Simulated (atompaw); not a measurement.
# A PAW (atompaw) potential for C, from input to tests

Aim: build the potential from the settings below, then test how well it stands in for the atom: scattering, ghost states and the plane-wave cutoff that it needs.

Method: atompaw 4.2.0.5, LDA (PW92), scalar-relativistic.

4 further runs of the same task are left out: 4 set aside as unsound or not needed.

**1. Starting point**

Typed settings, in words:

| Item | Value |
| --- | --- |
| element | carbon (C, Z = 6) |
| type | PAW |
| frozen core | [He] |
| valence charge | 4 |
| reference configuration | 2s2 2p1 (charge +1) |
| partial waves | 2s (bound): rc 2.90 bohr; 2s channel at 7.77 Ry: rc 2.90 bohr; 2p (bound): rc 2.90 bohr; 2p channel at -0.85 Ry: rc 2.90 bohr |
| local potential | troulliermartins scheme with l = 2 at -0.5 Ry, radius 2.80 bohr |
| core correction | smooth core density matched at 2.60 bohr |
| augmentation charge | sinc compensation charge, radius 2.55 bohr; PAW radius 2.90 bohr; waves and projectors: custom polynom2 7 10 vanderbiltortho |

An earlier all-electron run gives the scale for the radii.

All-electron outer shells of the reference configuration (LDA (PW92), scalar-relativistic, ld1.x):

| shell | level (eV) | outermost node (bohr) | outermost maximum (bohr) |
| --- | --- | --- | --- |
| 1s | -285.83 | – | 0.18 |
| 2s | -25.60 | 0.38 | 1.17 |
| 2p | -17.12 | – | 1.10 |
| 3d | -2.00 | – | 5.38 |

**2. The generation run**

C.input reads:

```
C 6
LDA-PW scalarrelativistic loggrid 1500 logderivrange -4 5 226
2 2 0 0 0 0
2 1 1
0 0 0
c
v
v
1
2.90 2.55 2.80 2.60
y
7.77
n
y
-0.85
n
custom polynom2 7 10 vanderbiltortho sinc
2 -0.5 troulliermartins
2.90
2.90
2.90
2.90
PWSCFOUT
UPFDX 0.0125d0 UPFXMIN -7.d0 UPFZMESH 6.d0
END
```

On the command line:

```bash
$ atompaw < C.input > C.log
```

Q: Predict the outcome of this session. Wanted: cutoffs for 10 and 1 mRy, occupied levels; bound ghosts; largest phase difference near zero energy, channels read; lowest eigenvalue of the overlap; share of valence orbitals outside the PAW sphere; UPF file.

As calculated:

| quantity | value |
| --- | --- |
| cutoffs for 10 and 1 mRy, occupied levels | 10 Ry and 25 Ry |
| bound ghosts | none found |
| largest phase difference near zero energy, channels read | 2.295 rad |
| lowest eigenvalue of the overlap (Bessel basis) | 0.912 (p) |
| share of valence orbitals outside the PAW sphere | 2s 3 %, 2p 5 % |
| UPF file | written |

In words: It counts as soft on the atom at that tolerance, with 10 Ry needed at the looser tolerance. The Bessel-basis test finds no level below the valence levels. Of the channels read, s scatters worst near zero energy, by up to 2.30 rad. These are tests on the free atom; a crystal test is still owed.
